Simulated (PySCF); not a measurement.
N2BH5, in a box:

```xyz
8
Lattice="13.0000 0.0000 0.0000 0.0000 13.0000 0.0000 0.0000 0.0000 12.0000" Properties=species:S:1:pos:R:3 pbc="T T T"
N     5.4170    7.1972    5.4992
B     6.5822    7.0673    6.2807
N     7.2363    5.8355    6.4817
H     4.9613    6.4362    5.0269
H     4.9641    8.0816    5.3666
H     7.0377    8.0493    6.7982
H     8.0647    5.7609    7.0412
H     6.9331    4.9604    6.0919
```

Base run:

* Program: PySCF 2.14.0
* Functional: PBEsol
* Dispersion: D3(BJ)
* Potentials or basis: cc-pvdz (all-electron)
* k mesh: 1 × 1 × 1
* Occupations: fixed
* Spin: no spin polarisation

Its results: gap between the frontier levels 6.33 eV.

**Question.** After a change of settings the same cell gave: gap between the frontier levels 7.37 eV. Which change was it?
A. functional from PBEsol to SCAN0; dispersion from D3(BJ) to none
B. functional from PBEsol to M06-L; dispersion from D3(BJ) to D4
C. functional from PBEsol to LDA; dispersion from D3(BJ) to none
D. functional from PBEsol to PBE; dispersion from D3(BJ) to none

**Answer.** B.

Caveats: this is a molecule in a periodic box at the Γ point, so its band gap is the HOMO-LUMO gap; the basis of atomic orbitals isn't converged, which shifts pressures, moduli and gaps.
